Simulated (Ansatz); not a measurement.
# CH3F + BF3: molecular dynamics

The plan is to follow the two partners and see whether they stay together, part or react. The start is relaxed first. Runs: 600 steps of 1 fs under a Nosé-Hoover thermostat at 100 K. SMILES of the start: CF.FB(F)F.

Program: Ansatz 0.2.0. Level of theory: RKS PBE0-D4/STO-3G. These are calculated values, not measurements.

### 1 The starting structure

Bond lengths: C1–F2 1.376 Å, C1–H3 1.090 Å, C1–H4 1.090 Å, C1–H5 1.090 Å, F6–B7 1.303 Å, B7–F8 1.313 Å, B7–F9 1.302 Å. Angles: F2–C1–H3 107.8°, F2–C1–H4 107.5°, F2–C1–H5 107.6°, H3–C1–H4 111.3°, H3–C1–H5 111.2°, H4–C1–H5 111.3°, F6–B7–F8 119.4°, F6–B7–F9 120.0°, F8–B7–F9 119.6°.

As a file:

```xyz
9

C     0.0755   -0.0905   -1.5025
F    -0.4269    0.6019   -0.4251
H     0.8623   -0.7497   -1.1363
H     0.4693    0.6415   -2.2070
H    -0.7447   -0.6597   -1.9407
F    -1.2823   -0.3614    1.9372
B    -0.0712    0.0812    1.7528
F     0.8795   -0.7605    1.4195
F     0.2385    1.2971    2.1022
```

### 2 Preparing the start

File input.yaml:

```yaml
crystal:
  periodic: [false, false, false]
  atoms:
    - { symbol: C, position_ang: [0.0755, -0.0905, -1.5025] }
    - { symbol: F, position_ang: [-0.4269, 0.6019, -0.4251] }
    - { symbol: H, position_ang: [0.8623, -0.7497, -1.1363] }
    - { symbol: H, position_ang: [0.4693, 0.6415, -2.207] }
    - { symbol: H, position_ang: [-0.7447, -0.6597, -1.9407] }
    - { symbol: F, position_ang: [-1.2823, -0.3614, 1.9372] }
    - { symbol: B, position_ang: [-0.0712, 0.0812, 1.7528] }
    - { symbol: F, position_ang: [0.8795, -0.7605, 1.4195] }
    - { symbol: F, position_ang: [0.2385, 1.2971, 2.1022] }
basis:
  gaussian: { orbitals: STO-3G }
hamiltonian:
  xc: pbe0
  dispersion: d4
relax:
  f_tol: 0.02
  max_steps: 40
output:
  orbitals: {}
```

The run is started by

```sh
$ ansatz run input.yaml --threads 1 --pin off --max-ram 2048MiB --backend cpu --events-out ev --progress --plain --runs-dir out
```

The log of the run, cut to the lines that bear on the results:

```text
Warning: RAYON_NUM_THREADS=1 ignored (pool sized by the plan → 1); use --threads N
[...]
Functional definition: PBE0
[...]
502 factors; integrals over basis functions are off by at most 1.5e-5 eV
[...]
mean field -12444.03761048 eV, -457.3099473134 hartree, gradient 5.6e-5 eV, S^2 0.000000; 0 other end points of the search recorded, 0 dependent functions left out
[...]
reference -12444.03762461 eV, -457.3099478328 hartree; 25, 25 occupied and 8, 8 virtual orbitals, 502 factors
relax step   1: F+E_penalty+E_count = -12444.14015223 eV  Δ(F+E_penalty+E_count) = +0.000e0 eV  max|allowed force component| = 2.252e0 eV/Å  Δτ_max = 0.0000 Å  (21 SCF iters, accepted)
[...]
relax step   5: F+E_penalty+E_count = -12444.50907608 eV  Δ(F+E_penalty+E_count) = -7.237e-3 eV  max|allowed force component| = 2.433e-1 eV/Å  Δτ_max = 0.1123 Å  (24 SCF iters, accepted)
[...]
relax step   9: F+E_penalty+E_count = -12444.51203650 eV  Δ(F+E_penalty+E_count) = -1.237e-4 eV  max|allowed force component| = 1.314e-2 eV/Å  Δτ_max = 0.0189 Å  (24 SCF iters, accepted)
[...]
relax step  13: F+E_penalty+E_count = -12444.51232706 eV  Δ(F+E_penalty+E_count) = -1.160e-4 eV  max|allowed force component| = 2.522e-2 eV/Å  Δτ_max = 0.0242 Å  (24 SCF iters, accepted)
[...]
relax step  15: F+E_penalty+E_count = -12444.51241065 eV  Δ(F+E_penalty+E_count) = -4.644e-5 eV  max|allowed force component| = 2.506e-2 eV/Å  Δτ_max = 0.0010 Å  (18 SCF iters, accepted)
[...]
relax step  16: F+E_penalty+E_count = -12444.51245907 eV  Δ(F+E_penalty+E_count) = -4.841e-5 eV  max|allowed force component| = 6.464e-3 eV/Å  Δτ_max = 0.0078 Å  (24 SCF iters, accepted)
503 factors; integrals over basis functions are off by at most 3.9e-5 eV
[...]
mean field -12444.40714561 eV, -457.3235274789 hartree, gradient 8.8e-6 eV, S^2 0.000000; 1 other end points of the search recorded, 0 dependent functions left out
[...]
reference -12444.40715961 eV, -457.3235279936 hartree; 25, 25 occupied and 8, 8 virtual orbitals, 503 factors
Total energy: -12444.51247307 eV, -457.3273981919 hartree
Atom 0 at     0.055898    -0.082332    -1.323525 Å, force    -0.004570     0.004284     0.006464 eV/Å
Atom 1 at    -0.591244     0.614406    -0.264426 Å, force     0.000110    -0.002593    -0.001269 eV/Å
Atom 2 at     0.794428    -0.773119    -0.866832 Å, force     0.001322    -0.000640    -0.001097 eV/Å
Atom 3 at     0.565084     0.646883    -1.984259 Å, force     0.002121    -0.001069    -0.001794 eV/Å
Atom 4 at    -0.697429    -0.650718    -1.904367 Å, force     0.001293    -0.000834    -0.001153 eV/Å
Atom 5 at    -1.256330    -0.396152     1.853156 Å, force    -0.005264    -0.001062     0.000032 eV/Å
Atom 6 at    -0.066561     0.095547     1.479540 Å, force     0.004970    -0.004484     0.002061 eV/Å
Atom 7 at     0.900901    -0.773421     1.120261 Å, force    -0.001582     0.001787    -0.003042 eV/Å
Atom 8 at     0.295254     1.318807     1.890553 Å, force     0.001600     0.004610    -0.000201 eV/Å
Dipole moment:     0.049859    -0.061274    -0.570152 e Å
```

It took 30 s on 1 thread of an Arm CPU, shared host; peak memory 0.12 GiB.

Relaxation path:

| step | energy from step 1 (eV) | largest force component (eV/Å) |
| --- | --- | --- |
| 1 | 0.0000 | 2.2516 |
| 2 | -0.2303 | 1.4289 |
| 3 | -0.2857 | 1.2594 |
| 4 | -0.3617 | 0.4585 |
| 5 | -0.3689 | 0.2433 |
| 6 | -0.3705 | 0.1338 |
| 7 | -0.3717 | 0.0235 |
| 8 | -0.3718 | 0.0223 |
| 9 | -0.3719 | 0.0131 |
| 10x | -0.3718 | 0.0876 |
| 11 | -0.3721 | 0.0246 |
| 12x | -0.3718 | 0.0997 |
| 13 | -0.3722 | 0.0252 |
| 14 | -0.3722 | 0.0363 |
| 15 | -0.3723 | 0.0251 |
| 16 | -0.3723 | 0.0065 |

Step 1 is the start. 2 steps were tried and not accepted (marked x).

After: Bond lengths: C1–F2 1.423 Å, C1–H3 1.110 Å, C1–H4 1.108 Å, C1–H5 1.108 Å, F6–B7 1.340 Å, B7–F8 1.349 Å, B7–F9 1.340 Å. Angles: F2–C1–H3 107.5°, F2–C1–H4 109.3°, F2–C1–H5 109.4°, H3–C1–H4 110.4°, H3–C1–H5 110.4°, H4–C1–H5 109.7°, F6–B7–F8 118.3°, F6–B7–F9 119.3°, F8–B7–F9 118.4°.

### 3 The run

600 steps of 1 fs under a Nosé-Hoover thermostat at 100 K, from the relaxed start.

File input.yaml:

```yaml
crystal:
  periodic: [false, false, false]
  atoms:
    - { symbol: C, position_ang: [0.055898, -0.082332, -1.323525] }
    - { symbol: F, position_ang: [-0.591244, 0.614406, -0.264426] }
    - { symbol: H, position_ang: [0.794428, -0.773119, -0.866832] }
    - { symbol: H, position_ang: [0.565084, 0.646883, -1.984259] }
    - { symbol: H, position_ang: [-0.697429, -0.650718, -1.904367] }
    - { symbol: F, position_ang: [-1.25633, -0.396152, 1.853156] }
    - { symbol: B, position_ang: [-0.066561, 0.095547, 1.47954] }
    - { symbol: F, position_ang: [0.900901, -0.773421, 1.120261] }
    - { symbol: F, position_ang: [0.295254, 1.318807, 1.890553] }
basis:
  gaussian: { orbitals: STO-3G }
hamiltonian:
  xc: pbe0
  dispersion: d4
md:
  timestep: 1.0
  n_steps: 600
  ensemble: nvt_nose_hoover
  temperature: 100.0
  initial_velocities: maxwell_boltzmann
  seed: 394450
  nose_hoover: { tau: 100.0, chain_length: 5 }
```

The run is started by

```sh
$ ansatz run input.yaml --threads 1 --pin off --max-ram 2048MiB --backend cpu --events-out ev --progress --plain --runs-dir out
```

The log of the run, cut to the lines that bear on the results:

```text
Warning: RAYON_NUM_THREADS=1 ignored (pool sized by the plan → 1); use --threads N
[...]
[... 1 set-up line as earlier in the session ...]
[...]
509 factors; integrals over basis functions are off by at most 1.3e-5 eV
[...]
mean field -12444.40720218 eV, -457.3235295581 hartree, gradient 1.2e-5 eV, S^2 0.000000; 0 other end points of the search recorded, 0 dependent functions left out
[...]
reference -12444.40721610 eV, -457.3235300697 hartree; 25, 25 occupied and 8, 8 virtual orbitals, 509 factors
md step     0: t =     0.00 fs  T =   100.0 K  F+E_penalty+E_count = -12444.51251564 eV  E_kin = 0.090482 eV  conserved = -12444.42203364 eV  (21 SCF iters)
[...]
md step    17: t =    17.00 fs  T =    32.6 K  F+E_penalty+E_count = -12444.44852820 eV  E_kin = 0.029473 eV  conserved = -12444.41955374 eV  (26 SCF iters, 3 dispersion substeps)
[...]
md step    34: t =    34.00 fs  T =    43.3 K  F+E_penalty+E_count = -12444.45745100 eV  E_kin = 0.039154 eV  conserved = -12444.42090759 eV  (24 SCF iters, 3 dispersion substeps)
[...]
md step    51: t =    51.00 fs  T =    60.4 K  F+E_penalty+E_count = -12444.46993067 eV  E_kin = 0.054668 eV  conserved = -12444.42080461 eV  (25 SCF iters, 3 dispersion substeps)
[...]
md step    68: t =    68.00 fs  T =    39.0 K  F+E_penalty+E_count = -12444.44446332 eV  E_kin = 0.035253 eV  conserved = -12444.41969519 eV  (25 SCF iters, 3 dispersion substeps)
md step    69: t =    69.00 fs  T =    37.7 K  F+E_penalty+E_count = -12444.44264688 eV  E_kin = 0.034073 eV  conserved = -12444.41931292 eV  (24 SCF iters, 3 dispersion substeps)
md step    70: t =    70.00 fs  T =    52.2 K  F+E_penalty+E_count = -12444.45693894 eV  E_kin = 0.047201 eV  conserved = -12444.42077976 eV  (24 SCF iters, 3 dispersion substeps)
```

### 4 More of the same log: dynamics from the start

The log, continued, cut to the lines that bear on the results:

```text
md step    71: t =    71.00 fs  T =    62.3 K  F+E_penalty+E_count = -12444.46661916 eV  E_kin = 0.056401 eV  conserved = -12444.42165223 eV  (25 SCF iters, 3 dispersion substeps)
[...]
md step    93: t =    93.00 fs  T =    32.6 K  F+E_penalty+E_count = -12444.42793590 eV  E_kin = 0.029516 eV  conserved = -12444.41927688 eV  (20 SCF iters, 3 dispersion substeps)
[...]
md step   115: t =   115.00 fs  T =    60.7 K  F+E_penalty+E_count = -12444.44028533 eV  E_kin = 0.054884 eV  conserved = -12444.41976022 eV  (25 SCF iters, 3 dispersion substeps)
[...]
md step   137: t =   137.00 fs  T =   105.7 K  F+E_penalty+E_count = -12444.47248572 eV  E_kin = 0.095627 eV  conserved = -12444.42162763 eV  (25 SCF iters, 3 dispersion substeps)
[...]
md step   159: t =   159.00 fs  T =    68.7 K  F+E_penalty+E_count = -12444.42790056 eV  E_kin = 0.062180 eV  conserved = -12444.41825909 eV  (25 SCF iters, 3 dispersion substeps)
md step   160: t =   160.00 fs  T =    85.9 K  F+E_penalty+E_count = -12444.44503448 eV  E_kin = 0.077708 eV  conserved = -12444.42015464 eV  (24 SCF iters, 3 dispersion substeps)
md step   161: t =   161.00 fs  T =    98.0 K  F+E_penalty+E_count = -12444.45690030 eV  E_kin = 0.088649 eV  conserved = -12444.42141874 eV  (25 SCF iters, 3 dispersion substeps)
```

### 5 The output, continued: dynamics from the start

Output, continued, cut to the lines that bear on the results:

```text
md step   162: t =   162.00 fs  T =    86.9 K  F+E_penalty+E_count = -12444.44527284 eV  E_kin = 0.078586 eV  conserved = -12444.42018692 eV  (25 SCF iters, 3 dispersion substeps)
[...]
md step   180: t =   180.00 fs  T =   105.6 K  F+E_penalty+E_count = -12444.45974007 eV  E_kin = 0.095544 eV  conserved = -12444.42158698 eV  (25 SCF iters, 3 dispersion substeps)
[...]
md step   198: t =   198.00 fs  T =    73.6 K  F+E_penalty+E_count = -12444.42464900 eV  E_kin = 0.066577 eV  conserved = -12444.42019488 eV  (25 SCF iters, 3 dispersion substeps)
[...]
md step   216: t =   216.00 fs  T =    77.9 K  F+E_penalty+E_count = -12444.42215628 eV  E_kin = 0.070444 eV  conserved = -12444.41824321 eV  (23 SCF iters, 3 dispersion substeps)
[...]
Total energy: -12444.37396227 eV, -457.3223080138 hartree
Atom 0 at    -0.238739    -0.241302    -1.293234 Å, force    -0.673121     0.523378    -2.377698 eV/Å
Atom 1 at    -0.358351     0.746388    -0.315168 Å, force    -0.007179     0.271327     1.013768 eV/Å
Atom 2 at     0.243789    -1.145432    -0.941808 Å, force     0.220468    -0.867569     0.790024 eV/Å
Atom 3 at     0.409884     0.141369    -2.126330 Å, force    -0.366638    -0.025419     0.286189 eV/Å
Atom 4 at    -1.257800    -0.471342    -1.730711 Å, force     0.779761     0.004074     0.413374 eV/Å
Atom 5 at    -1.257227    -0.471823     1.706160 Å, force     0.753893     0.358682     0.097695 eV/Å
Atom 6 at    -0.035090     0.084761     1.552237 Å, force     0.035157     0.346795    -0.701789 eV/Å
Atom 7 at     0.991615    -0.708758     1.151520 Å, force    -0.592184     0.498082     0.584895 eV/Å
Atom 8 at     0.208090     1.341530     1.998820 Å, force    -0.150158    -1.109349    -0.106459 eV/Å
Dipole moment:    -0.016092    -0.117109    -0.446437 e Å
```

Wall time 17 min (1 thread of an Arm CPU, shared host); peak memory 0.2 GiB.

### 6 Frames and traces

One step in 43; energies are changes from step 0:

| time (fs) | T (K) | potential energy change (meV/atom) | conserved energy change (meV/atom) | closest contact of the partners (Å) |
| --- | --- | --- | --- | --- |
| 0.0 | 100 | 0.0 | 0.00 | 1.89 |
| 43.0 | 65 | 4.0 | 0.04 | 1.84 |
| 86.0 | 73 | 4.8 | 0.09 | 1.91 |
| 129.0 | 89 | 5.9 | 0.23 | 1.88 |
| 172.0 | 39 | 12.7 | 0.36 | 1.98 |
| 215.0 | 79 | 10.0 | 0.45 | 1.91 |
| 258.0 | 65 | 12.6 | 0.54 | 1.87 |
| 301.0 | 65 | 14.0 | 0.53 | 1.86 |
| 344.0 | 112 | 11.0 | 0.49 | 1.87 |
| 387.0 | 75 | 16.0 | 0.42 | 2.04 |
| 430.0 | 136 | 10.9 | 0.25 | 1.88 |
| 473.0 | 147 | 10.8 | 0.21 | 1.91 |
| 516.0 | 178 | 8.4 | 0.13 | 1.86 |
| 559.0 | 172 | 8.4 | 0.17 | 1.86 |
| 600.0 | 82 | 15.4 | 0.43 | 2.01 |

time (fs), T (K) and a bar:
```
      0.0        100 ################
     26.0         53 ##
     52.0         78 #########
     78.0         47 
    104.0         78 #########
    130.0         73 ########
    157.0         96 ###############
    183.0         92 ##############
    209.0        126 ########################
    235.0         93 ##############
    261.0        116 #####################
    287.0         64 #####
    313.0        110 ###################
    339.0         87 ############
    365.0        146 ##############################
    391.0         95 ##############
    417.0        138 ############################
    443.0         78 #########
    470.0         98 ################
    496.0        101 ################
    522.0         91 #############
    548.0         73 ########
    574.0         94 ##############
    600.0         82 ###########
```

Maxima of the velocity power spectrum (cm⁻¹, relative height; resolution about 110 cm⁻¹): 320 (29), 630 (100), 1210 (100), 1560 (37), 3520 (92).

### 7 Frames from the trajectory

Positions (Å) and forces (eV/Å):

```xyz
9
time_fs=75.0 T=61 dE=0.0497
C     0.029   -0.104   -1.343   -0.371   -0.388    0.010
F    -0.584    0.636   -0.298    0.432   -0.132    0.460
H     0.616   -0.974   -0.942   -0.326    0.572   -0.036
H     0.677    0.552   -1.944    0.317    0.200   -0.038
H    -0.793   -0.457   -1.990    0.027   -0.325   -0.239
F    -1.253   -0.407    1.846    0.060    0.005    0.080
B    -0.051    0.087    1.527    0.037   -0.054   -0.507
F     0.919   -0.767    1.136   -0.206    0.199    0.195
F     0.283    1.325    1.908    0.030   -0.076    0.075
9
time_fs=150.0 T=69 dE=0.0803
C     0.005   -0.126   -1.302    1.310   -1.046    1.387
F    -0.552    0.664   -0.255   -0.255    0.102   -0.201
H     0.865   -0.682   -0.804   -0.657    0.428   -0.582
H     0.366    0.508   -2.111    0.108    0.508   -0.502
H    -0.715   -0.871   -1.663   -0.484   -0.072   -0.187
F    -1.254   -0.405    1.816    0.016    0.048   -0.282
B    -0.073    0.108    1.421   -0.176    0.056    1.034
F     0.913   -0.766    1.128    0.150   -0.060   -0.413
F     0.285    1.305    1.921   -0.011    0.035   -0.255
9
time_fs=225.0 T=52 dE=0.1164
C    -0.062   -0.135   -1.379    1.220   -0.703    1.759
F    -0.490    0.626   -0.250   -0.421    0.049   -0.406
H     0.719   -0.878   -0.990   -0.929    0.730   -0.635
H     0.396    0.563   -2.075    0.442    0.386   -0.740
H    -0.896   -0.655   -1.863   -0.438   -0.231   -0.045
F    -1.272   -0.399    1.792    0.239   -0.123    0.303
B    -0.047    0.088    1.548    0.243   -0.149   -1.099
F     0.938   -0.749    1.121   -0.451    0.348    0.673
F     0.259    1.333    1.941    0.095   -0.307    0.189
9
time_fs=300.0 T=75 dE=0.1161
C    -0.066   -0.191   -1.278    0.356   -0.985    0.122
F    -0.512    0.719   -0.279    0.358   -0.561    0.444
H     0.484   -1.097   -0.860   -0.791    1.091    0.053
H     0.622    0.325   -1.942    0.604    0.553   -0.516
H    -0.933   -0.504   -1.870   -0.433   -0.314   -0.176
F    -1.242   -0.443    1.785    0.240    0.273   -0.359
B    -0.058    0.109    1.433   -0.342    0.215    1.088
F     0.942   -0.742    1.141    0.109    0.025   -0.321
F     0.259    1.317    1.945   -0.102   -0.298   -0.335
9
time_fs=375.0 T=156 dE=0.0660
C    -0.095   -0.180   -1.343    0.596   -1.030    1.235
F    -0.489    0.707   -0.316    0.010    0.451    0.378
H     0.809   -0.737   -0.950   -0.662    0.237   -0.522
H     0.152    0.353   -2.265    0.063    0.401   -0.454
H    -0.929   -0.890   -1.507    0.085   -0.155   -0.295
F    -1.265   -0.426    1.754    0.255    0.201    0.029
B    -0.050    0.097    1.522    0.234   -0.194   -0.374
F     0.951   -0.745    1.164   -0.402    0.385    0.111
F     0.271    1.315    1.984   -0.177   -0.296   -0.108
9
time_fs=450.0 T=144 dE=0.0946
C    -0.146   -0.177   -1.350    0.819   -1.115    0.960
F    -0.399    0.693   -0.244   -0.448    0.028   -0.852
H     0.808   -0.711   -1.125   -0.042    0.294   -0.213
H    -0.046    0.375   -2.296   -0.166    0.361   -0.104
H    -0.898   -0.994   -1.440   -0.323    0.571    0.052
F    -1.277   -0.434    1.744    0.587    0.253    0.010
B    -0.055    0.092    1.502   -0.181    0.324   -0.066
F     0.947   -0.740    1.153   -0.084    0.080    0.287
F     0.241    1.335    1.957   -0.164   -0.794   -0.073
9
time_fs=525.0 T=143 dE=0.1075
C    -0.183   -0.269   -1.287   -1.135    1.318   -0.228
F    -0.415    0.724   -0.263    0.152   -0.614   -0.009
H     0.508   -1.039   -0.926    0.243   -0.244    0.244
H     0.232    0.323   -2.123    0.278   -0.381   -0.307
H    -1.174   -0.690   -1.606    0.549    0.001    0.289
F    -1.259   -0.437    1.684    0.452    0.354   -0.260
B    -0.057    0.139    1.418    0.149   -0.507    1.034
F     0.981   -0.706    1.158   -0.436    0.370   -0.218
F     0.246    1.309    2.027   -0.252   -0.298   -0.545
9
time_fs=600.0 T=82 dE=0.1386
C    -0.239   -0.241   -1.293   -0.673    0.523   -2.378
F    -0.358    0.746   -0.315   -0.007    0.271    1.014
H     0.244   -1.145   -0.942    0.221   -0.868    0.790
H     0.410    0.141   -2.126   -0.367   -0.025    0.286
H    -1.258   -0.471   -1.731    0.780    0.004    0.413
F    -1.257   -0.472    1.706    0.754    0.359    0.098
B    -0.035    0.085    1.552    0.035    0.347   -0.702
F     0.992   -0.709    1.151   -0.592    0.498    0.585
F     0.208    1.341    1.999   -0.150   -1.109   -0.106
```

### 8 Summary of results

| quantity | value |
| --- | --- |
| relaxation of the start | 13 moves, 0.372 eV lower |
| length | 600 steps of 1 fs |
| temperature, first and last step | 100 and 82 K |
| temperature, second half | mean 117 K, from 46 to 187 K |
| potential energy, second half | +13 meV/atom from the start |
| largest change of the conserved energy | 0.71 meV/atom |
| bonds formed or broken | 0 |

**Reading.** Against a set 100 K the second half averages 117 K with a spread of 30 K. The conserved energy strays from its start by at most 0.71 meV/atom, 7.4 % of the mean kinetic energy, which is poor: the step of 1 fs is too long for the fastest motion. The bonds all hold. The partners' closest contact goes from 1.89 to 2.01 Å: they stay in touch over this short run. A run of 600 fs with 9 atoms shows the motion but fixes no equilibrium value. The nuclei move classically, without zero-point motion, which matters most for hydrogen. The basis is very small, so the numbers are rough.
